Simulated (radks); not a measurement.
# Br⁴⁺ in [Ar] 3d10 4s2 4p1: an all-electron calculation

The task here is to estimate one member of a computed series from the others.

Program: radks (a radial shooting solver on a logarithmic mesh, Libxc functionals) version 1. Level of theory: scalar-relativistic Kohn-Sham, LDA (Slater exchange, Perdew-Wang correlation), spin-unpolarised, spherical densities, finite nucleus. These are calculated values, not measurements, unless marked.

### Starting point

* element: bromine (Z = 35)
* charge: +4
* electrons: 31
* configuration: [Ar] 3d10 4s2 4p1
* nuclear rms radius: 4.1629 fm

Outer shells as boxes (Hund's rule):

Br⁴⁺
```
[Ar] core
3d [↑↓][↑↓][↑↓][↑↓][↑↓]
4s [↑↓]
4p [↑ ][  ][  ]
```

The first run:

The run's settings:

```text
Z 35
configuration [Ar] 3d10 4s2 4p1
relativity scalar-relativistic
functional lda,pw
spin unpolarised
nucleus finite rms 4.1629 fm
c 137.035999084
```

One of the session's tables, all rows but one given; the rest of the session is left out.

It belongs to the step «Shells». Sizes of the orbitals, from the radial functions (bohr):

| level | <r> | outermost maximum (interpolated) | 90 % within | nodes |
| --- | --- | --- | --- | --- |
| 1s | ? | ? | ? | ? |
| 2s | 0.1898 | 0.159 | 0.293 | 1 |
| 2p | 0.1655 | 0.127 | 0.270 | 0 |
| 3s | 0.5519 | 0.484 | 0.822 | 2 |
| 3p | 0.5637 | 0.481 | 0.861 | 1 |
| 3d | 0.5856 | 0.429 | 0.963 | 0 |
| 4s | 1.503 | 1.35 | 2.18 | 3 |
| 4p | 1.685 | 1.49 | 2.47 | 2 |

Q: Estimate the row for 1s from the others.

The run gave: <r>: 0.04280; outermost maximum (interpolated): 0.0280; 90 % within: 0.0765; nodes: 0. In the column «<r>» it is the lowest.

To keep in mind: Spin polarisation and multiplet splitting are left out.
